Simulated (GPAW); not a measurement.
# HPbNO4 (P1) in GPAW: notebook

Aim: see how the results for HPbNO4 move with the level of theory and the settings. Levels: PBE+D4, PBE. Tasks: single point.

All numbers are computed with GPAW 26.7.0; they aren't measurements. Logs are shortened: lines on timing, memory, paths and dates and some standing lists are left out, and cuts for length are marked. The log counts tension as positive stress, the text compression.

**1. Starting point**

The typed cell holds 7 atoms: a = 4.275 Å, b = 5.609 Å, c = 5.670 Å, α = 100.02°, β = 111.92°, γ = 111.82°.

The cell was built by a generator and needn't be a form met in nature.

**2. Single point, PBE+D4**

Input file run.py:

```python
from ase import Atoms
from ase.calculators.mixing import SumCalculator
from ase.dft.bandgap import bandgap
from ase.io import write
from ase.units import GPa
from dftd4.ase import DFTD4
from gpaw import GPAW, PW

atoms = Atoms(['H', 'Pb', 'N', 'O', 'O', 'O', 'O'],
              cell=[[4.27531, -0.0004, 0.00636],
                    [-2.08399, 5.20775, -0.04907],
                    [-2.12377, -1.86574, 4.91491]],
              scaled_positions=[[0.99073, 0.0333, 0.90994],
                                [0.50274, 0.81989, 0.14287],
                                [0.00838, 0.47408, 0.50265],
                                [0.99816, 0.92741, 0.02877],
                                [0.19467, 0.73435, 0.60852],
                                [0.81673, 0.35882, 0.24556],
                                [0.01381, 0.33121, 0.65217]],
              pbc=True)

calc = GPAW(mode=PW(800),
            xc='PBE',
            kpts={'size': (4, 3, 3), 'gamma': True},
            occupations={'name': 'fermi-dirac', 'width': 0.05},
            nbands=39,
            convergence={'density': 1e-05, 'energy': 1e-05},
            maxiter=150,
            txt='gpaw.txt')
atoms.calc = SumCalculator([calc, DFTD4(method='pbe')])
energy = atoms.get_potential_energy()
forces = atoms.get_forces()
stress = atoms.get_stress()
calc.write('gs.gpw')
write('result.traj', atoms)
print(f'Energy: {energy:.6f} eV')
print('Forces (eV/A):')
print(forces.round(4))
print('Stress (GPa):', (stress / GPa).round(3))
print('Fermi level:', round(calc.get_fermi_level(), 4), 'eV')
print(f'Gap: {bandgap(calc)[0]:.4f} eV, direct: {bandgap(calc, direct=True)[0]:.4f} eV')
```

Potentials or basis: GPAW PAW data sets (gpaw-data 1.2.1), pw.

On the command line:

```
$ OMP_NUM_THREADS=1 python run.py
```

gpaw.txt:

```text
__  _  _
 | _ |_)|_||  |
 |__||  | ||/\| - 26.7.0

Input parameters:
  mode=PW(ecut=800.0),
  convergence={'density': 1e-05, 'energy': 1e-05},
  kpts=MonkhorstPack(size=(4, 3, 3), gamma=True),
  maxiter=150,
  nbands=39,
  occupations=Occupations(name='fermi-dirac', width=0.05),
  xc=XC(name='PBE')

Diagonalizing LCAO Hamiltonian
Converting LCAO to pw mode

          O      H
        ON
               Pb  O O

Atoms  # Å, Bohr magnetons
|   | symbol |         x |         y |        z |    initial magnetic moments |
|---|--------|-----------|-----------|----------|-----------------------------|
| 0 |      H |  2.233778 | -1.524690 | 4.476940 | ( 0.0000,  0.0000,  0.0000) |
| 1 |     Pb |  0.137304 |  4.003023 | 0.665159 | ( 0.0000,  0.0000,  0.0000) |
| 2 |      N | -2.019664 |  1.531073 | 2.447270 | ( 0.0000,  0.0000,  0.0000) |
| 3 |      O |  2.273629 |  4.775643 | 0.102242 | ( 0.0000,  0.0000,  0.0000) |
| 4 |      O | -1.990460 |  2.688893 | 2.956025 | ( 0.0000,  0.0000,  0.0000) |
| 5 |      O |  2.222484 |  1.410167 | 1.194492 | ( 0.0000,  0.0000,  0.0000) |
| 6 |      O | -2.016255 |  0.508074 | 3.189192 | ( 0.0000,  0.0000,  0.0000) |

Unit cell  # Å
| periodic |         x |         y |         z |  lengths |     angles |
|----------|-----------|-----------|-----------|----------|------------|
|      yes |  4.275310 | -0.000400 |  0.006360 | 4.275315 | 100.015865 |
|      yes | -2.083990 |  5.207750 | -0.049070 | 5.609464 | 111.916115 |
|      yes | -2.123770 | -1.865740 |  4.914910 | 5.669896 | 111.815111 |

Number of symmetries: 1
Symmetry operations  # r_c * U_cc + t_c -> r_c
|   | kind |            matrix            |
|---|------|------------------------------|
| 0 |  E   |  1, 0, 0,  0, 1, 0,  0, 0, 1 |

BZ-sampling:
  Number of BZ points: 36
  Number of IBZ points: 19

  Monkhorst-Pack size: [4, 3, 3]
  Monkhorst-Pack shift: [0.125, 0.0, 0.0]

K-points  # in reciprocal-cell coordinates
|     |                                coordinates |     weight |
|-----|--------------------------------------------|------------|
|   0 | (  0.00000000,   0.00000000,   0.00000000) | 0.02777778 |
|   1 | (  0.00000000,   0.00000000,   0.33333333) | 0.05555556 |
|   2 | (  0.00000000,   0.33333333,  -0.33333333) | 0.05555556 |
|   3 | (  0.00000000,   0.33333333,   0.00000000) | 0.05555556 |
|   4 | (  0.00000000,   0.33333333,   0.33333333) | 0.05555556 |
|   5 | (  0.25000000,  -0.33333333,  -0.33333333) | 0.05555556 |
|   6 | (  0.25000000,  -0.33333333,   0.00000000) | 0.05555556 |
|   7 | (  0.25000000,  -0.33333333,   0.33333333) | 0.05555556 |
|   8 | (  0.25000000,   0.00000000,  -0.33333333) | 0.05555556 |
|   9 | (  0.25000000,   0.00000000,   0.00000000) | 0.05555556 |
| ... |                                            |            |
|  18 | (  0.50000000,   0.33333333,   0.33333333) | 0.05555556 |

Plane wave coefficients: 5618
Cutoff: 800.0 eV

Spin-components: 1 (collinear spins)
Bands:           39
Projectors:      34
Spin-degeneracy: 2
Datatype:        complex128

Parallelization:
  kpt:    1
  domain: 1
  band:   1

Density:
  Valence electrons: 44.0
  Components: 1
  Grid points: [28 40 40]
  Charge: 0.0  # |e|

Potential:
  Grid points: [28 40 40]

species:
  H:
    name:    Hydrogen
    Z:       1.0
    valence: 1
    core:    0
    charge:  0.0  # [|e|]
    compensation charges:
      type: gauss
      rc: 0.15  # [Å]
      lmax: 2
    cutoffs:
      filter: 0.85  # [Å]
      core: 0.53  # [Å]
    projectors
    | kind |    occ | energy [eV] | rcut [Å] |
    |------|--------|-------------|----------|
    |   1s |  1.000 |      -6.494 |    0.476 |
    |    s |        |      20.717 |    0.476 |
    |    p |        |       0.000 |    0.476 |

    Using partial waves for H as LCAO basis

  Pb:
    name:    Lead
    Z:       82.0
    valence: 14
    core:    68
    charge:  0.0  # [|e|]
    compensation charges:
      type: gauss
      rc: 0.38  # [Å]
      lmax: 2
    cutoffs:
      filter: 2.36  # [Å]
      core: 2.43  # [Å]
    projectors
    | kind |    occ | energy [eV] | rcut [Å] |
    |------|--------|-------------|----------|
    |   6s |  2.000 |     -11.969 |    1.259 |
    |   6p |  2.000 |      -3.506 |    1.275 |
    |   5d | 10.000 |     -21.211 |    1.217 |
    |    s |        |      15.243 |    1.259 |
    |    p |        |      23.705 |    1.275 |
    |    d |        |       6.001 |    1.217 |

    Using partial waves for Pb as LCAO basis

  N:
    name:    Nitrogen
    Z:       7.0
    valence: 5
    core:    2
    charge:  0.0  # [|e|]
    compensation charges:
      type: gauss
      rc: 0.18  # [Å]
      lmax: 2
    cutoffs:
      filter: 1.11  # [Å]
      core: 0.96  # [Å]
    projectors
    | kind |    occ | energy [eV] | rcut [Å] |
    |------|--------|-------------|----------|
    |   2s |  2.000 |     -18.583 |    0.603 |
    |   2p |  3.000 |      -7.089 |    0.529 |
    |    s |        |       8.629 |    0.603 |
    |    p |        |      20.123 |    0.529 |
    |    d |        |       0.000 |    0.577 |

    Using partial waves for N as LCAO basis

  O:
    name:    Oxygen
    Z:       8.0
    valence: 6
    core:    2
    charge:  0.0  # [|e|]
    compensation charges:
      type: gauss
      rc: 0.21  # [Å]
      lmax: 2
    cutoffs:
      filter: 1.17  # [Å]
      core: 0.83  # [Å]
    projectors
    | kind |    occ | energy [eV] | rcut [Å] |
    |------|--------|-------------|----------|
    |   2s |  2.000 |     -23.961 |    0.688 |
    |   2p |  4.000 |      -9.029 |    0.598 |
    |    s |        |       3.251 |    0.688 |
    |    p |        |      18.182 |    0.598 |
    |    d |        |       0.000 |    0.619 |

    Using partial waves for O as LCAO basis

Reference energy: -576932.084235  # eV

eigensolver:
  PPCG
  Converge bands: occupied
  niter=2

density mixing:
  MSR1-Mixer
  Pratt-step length: 0.05
  Maximum mixing coefficient: 0.75
  Old densities: 10
  SVD Regularization: 0.005
  Good broyden scale: 1.0
  Trust region scale: 1.0
  Backstep threshold: 4.0
  History deletion threshold: 6.0
  Fourier metric: weight=20.0, sigma=0.015

occupation numbers:
  Fermi-Dirac:
    width: 0.0500  # eV

poisson solver:
  ecut: 6400.0  # eV

xc functional:
  name: PBE with 2 nearest neighbor stencil

convergence criteria:
- Maximum integral of absolute [dens]ity change: 1e-05 electrons / valence electron
- Maximum [total energy] change in last 3 cyles: 1e-05 eV / valence electron
- Maximum integral of absolute [eigenst]ate change: 4e-08 eV^2 / valence electron
maximum number of iterations: 150

SCF iterations
|iter     | |      energy | eigst |  dens |
|---------|-|-------------|-------|-------|
|iter:   1| |  -46.179395 | +0.71 |       |
|iter:   2| |  -45.098197 | -1.01 | -0.90 |
|iter:   3| |  -41.760581 | -0.72 | -0.95 |
|iter:   4| |  -41.725058 | -2.24 | -1.45 |
|iter:   5| |  -41.720499 | -2.81 | -1.74 |
|iter:   6| |  -41.716684 | -3.38 | -2.08 |
|iter:   7| |  -41.716936 | -4.70 | -2.80 |
|iter:   8| |  -41.716846c| -5.28 | -3.15 |
|iter:   9| |  -41.716846c| -6.46 | -3.56 |
|iter:  10| |  -41.716847c| -7.54c| -4.13 |
|iter:  11| |  -41.716847c| -7.68c| -4.69 |
|iter:  12| |  -41.716847c| -8.23c| -5.08c|

Converged in 12 steps
Energy contributions relative to reference atoms: (reference = -576932.084235)

Energy contributions:
  Kinetic:          53.673240
  Coulomb:         -55.784630
  Zero:              0.889959
  External:          0.000000
  Xc:              -40.495416
  Entropy:          -0.000000
  Spinorbit:         0.000000
  ----------------------------
  Free energy:     -41.716847
  Extrapolated:    -41.716847

dipole moment: (-3.371320, 14.099318, -15.759925)  # |e|*Ang

Fermi level: 2.040
Eigenvalues  # (at kpt = [0.000, 0.000, 0.000])
| band index |      eig [eV] | occ [0-2] |
|------------|---------------|-----------|
|          0 |       -24.987 |     2.000 |
|        ... |               |           |
|         14 |        -2.328 |     2.000 |
|         15 |        -2.245 |     2.000 |
|         16 |        -1.594 |     2.000 |
|         17 |        -1.318 |     2.000 |
|         18 |        -1.078 |     2.000 |
|         19 |        -1.063 |     2.000 |
[... 8 lines left out ...]
|         28 |        11.045 |     0.000 |
|         29 |        11.767 |     0.000 |
|        ... |               |           |
|         38 |        16.915 |     0.000 |

Gap: 2.860 eV
Transition (v -> c):
  (s=0, k=14, n=21, [0.50, 0.00, 0.00]) -> (s=0, k=13, n=22, [0.25, 0.33, 0.33])
Direct/indirect transitions are different
Direct gap: 3.177 eV
Transition at: (s=0, k=18, n=21, [0.50, 0.33, 0.33])

Forces  # eV/Ang
|        x |        y |        z |
|----------|----------|----------|
|  0.00010 |  0.07373 | -0.05601 |  # H    0
|  0.00106 |  0.03549 | -0.02650 |  # Pb   1
| -0.00222 | -0.01079 |  0.00120 |  # N    2
| -0.00098 | -0.09495 |  0.07055 |  # O    3
|  0.00055 |  0.00467 |  0.01147 |  # O    4
|  0.00062 | -0.00792 | -0.00600 |  # O    5
|  0.00087 |  0.00032 |  0.00472 |  # O    6

Stress tensor  # eV/Ang^3
|         x |        y |         z |
|-----------|----------|-----------|
|  0.002822 | 0.000009 | -0.000019 |
|  0.000009 | 0.001258 |  0.000532 |
| -0.000019 | 0.000532 |  0.001334 |

# Writing to gs.gpw (mode='')
```

Wall time 3.1 min (1 thread of Arm Neoverse N1, shared host); peak memory 0.31 GiB.

Results:

* Free energy: -42.5287 eV
* Pressure: -1.4 GPa
* Largest force: 0.099 eV/Å
* Band gap on the k mesh: 2.86 eV, indirect (least direct gap 3.18 eV)
* Dispersion energy per atom: -0.116 eV

Forces on the atoms (eV/Å):
```
H    0.000  0.071 -0.054
Pb   0.001 -0.017  0.016
N   -0.002 -0.006 -0.003
O   -0.001 -0.080  0.059
O    0.001  0.019 -0.016
O    0.001  0.024 -0.009
O    0.001 -0.010  0.005
```

Caveat: the k mesh is coarse (spacing up to 0.45 Å⁻¹), so the values aren't converged; spin-orbit coupling is left out, which as a rule narrows the gap of such compounds by several tenths of an eV; an odd mesh through Γ misses points on the zone boundary, where band edges often lie. Expect the measured gap to be larger: semilocal functionals such as PBE lack the derivative discontinuity.

**3. Single point, PBE**

Edit run.py of step 2 so:

```diff
@@ -1,3 +1,2 @@
 from ase import Atoms
-from ase.calculators.mixing import SumCalculator
 from ase.dft.bandgap import bandgap
@@ -5,3 +4,2 @@
 from ase.units import GPa
-from dftd4.ase import DFTD4
 from gpaw import GPAW, PW
@@ -29,3 +27,3 @@
             txt='gpaw.txt')
-atoms.calc = SumCalculator([calc, DFTD4(method='pbe')])
+atoms.calc = calc
 energy = atoms.get_potential_energy()
```

Potentials or basis: GPAW PAW data sets (gpaw-data 1.2.1), pw.

On the command line:

```
$ OMP_NUM_THREADS=1 python run.py
```

Run time: 66 s. Hardware: 1 thread of Intel Xeon Platinum 8488C (Sapphire Rapids), shared host; peak memory 0.31 GiB.

Results (log left out):

```yaml
Free_energy: -41.7168 eV
Pressure: -0.3 GPa
Largest_force: 0.118 eV/Å
Band_gap_on_the_k_mesh: 2.86 eV, indirect (least direct gap 3.18 eV)
```

Forces on the atoms (eV/Å):
```
H    0.000  0.074 -0.056
Pb   0.001  0.035 -0.026
N   -0.002 -0.011  0.001
O   -0.001 -0.095  0.071
O    0.001  0.005  0.011
O    0.001 -0.008 -0.006
O    0.001  0.000  0.005
```

Stress tensor (GPa, compression positive):
```
-0.45  0.00  0.00
 0.00 -0.20 -0.09
 0.00 -0.09 -0.21
```

Levels at points of the mesh, in eV from the valence-band top:
| k point | band 18 | band 19 | band 20 | band 21 | band 22 | band 23 | band 24 | band 25 | band 26 | band 27 |
| --- | --- | --- | --- | --- | --- | --- | --- | --- | --- | --- |
| (0.00, 0.00, 0.00) | -2.31 | -2.07 | -2.06 | -0.99 | -0.43 | 3.34 | 4.46 | 5.18 | 5.97 | 7.38 |
| (0.50, 0.00, 0.00) | -2.21 | -2.03 | -1.14 | -0.74 | 0.00 | 3.19 | 4.22 | 5.41 | 5.95 | 8.27 |

Caveat: the k mesh is coarse (spacing up to 0.45 Å⁻¹), so the values aren't converged; spin-orbit coupling is left out, which as a rule narrows the gap of such compounds by several tenths of an eV; an odd mesh through Γ misses points on the zone boundary, where band edges often lie.
